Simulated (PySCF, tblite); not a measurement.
# C4H6FPSSi: geometry, infrared bands and NMR shifts

Aim: predict the infrared bands and NMR shifts of C4H6FPSSi (`Cc1pc([SiH3])c(F)s1`).

Programs: tblite 0.8.0 and PySCF 2.14.0, with density-fitted response routines of our own. Each step states its level of theory. These are calculated values for one molecule in the gas phase, unless marked as measured. Atoms are numbered from 0 throughout.

## Step 1: The molecule as given

14 atoms, charge 0, multiplicity 1; geometry from: force field or distance geometry start.

Bonds of the start (Å): C0–C1 1.48, C1–P2 1.87, P2–C3 1.84, C3–Si4 1.89, C3–C5 1.37, C5–F6 1.35, C5–S7 1.70, S7–C1 1.73, C0–H8 1.10, C0–H9 1.09, C0–H10 1.10, Si4–H11 1.49, Si4–H12 1.49, Si4–H13 1.48.

## Step 2: Relaxing the molecule with GFN2-xTB

The job: settings as JSON, then the geometry in Å.

```
{"job": {"kind": "relax", "xc": "GFN2-xTB", "basis": "xTB"}, "charge": 0, "multiplicity": 1}
C     -2.989700    -0.235400     0.265900
C     -1.553700     0.060800     0.066100
P     -0.274700    -1.242800     0.448500
C      1.002600    -0.027400    -0.061300
Si     2.815100    -0.546500     0.017600
C      0.636500     1.227500    -0.470200
F      1.551300     2.152700    -0.847500
S     -1.023200     1.608600    -0.488600
H     -3.622500     0.622900     0.010400
H     -3.315000    -1.071800    -0.361000
H     -3.208500    -0.492500     1.309200
H      3.426600    -0.451700    -1.337700
H      3.567700     0.340100     0.944800
H      2.986600    -1.945000     0.481500
```

On the command line:

```sh
$ OMP_NUM_THREADS=1 python probes_run.py task.json out
```

One launch serves the whole session: the jobs run in the order shown.

**Question.** This job is followed by: GFN2-xTB harmonic vibrations, gas phase; GIAO PBE0/pcSseg-1 NMR shielding, non-relativistic, gas phase. What will the session give for the following? strongest single infrared mode (GFN2-xTB); zero-point energy (GFN2-xTB); ¹³C shifts against TMS (PBE0/pcSseg-1); ¹H shifts against TMS (PBE0/pcSseg-1, means over atoms taken as alike); ³¹P shifts against H3PO4 (PBE0/pcSseg-1); ²⁹Si shifts against TMS (PBE0/pcSseg-1); ¹⁹F shifts against CFCl3 (PBE0/pcSseg-1); ³³S shifts against CS2 (PBE0/pcSseg-1).

As calculated:

```
                                                              quantity                          value
                             strongest single infrared mode (GFN2-xTB)           778 cm⁻¹, 473 km/mol
                                          zero-point energy (GFN2-xTB)                  51.9 kcal/mol
                                ¹³C shifts against TMS (PBE0/pcSseg-1)  186.7, 179.9, 131.1, 19.6 ppm
¹H shifts against TMS (PBE0/pcSseg-1, means over atoms taken as alike)                 4.61, 2.94 ppm
                              ³¹P shifts against H3PO4 (PBE0/pcSseg-1)                      242.6 ppm
                               ²⁹Si shifts against TMS (PBE0/pcSseg-1)                      -85.4 ppm
                              ¹⁹F shifts against CFCl3 (PBE0/pcSseg-1)                      -94.0 ppm
                                ³³S shifts against CS2 (PBE0/pcSseg-1)                        319 ppm
```

Relaxing lowered the energy by 0.488 eV in 20 steps; the close pair that moved most is C1–P2, from 1.866 to 1.715 Å. The lowest mode is imaginary (118i cm⁻¹), so the xTB geometry is not a minimum. The strongest single mode, at 778 cm⁻¹, has its largest shares on H12, H11 and H13 (the list is cut at 3 atoms). GFN2-xTB is a fitted tight-binding method: band positions and strengths are rough. Its intensities can rank the bands wrongly. At PBE0/pcSseg-1: Shielding is most anisotropic at P2 (span 522 ppm, paramagnetic term -894 ppm). NICS(1)zz of -19 ppm above the planar ring from C1 marks a diatropic (aromatic) ring current.
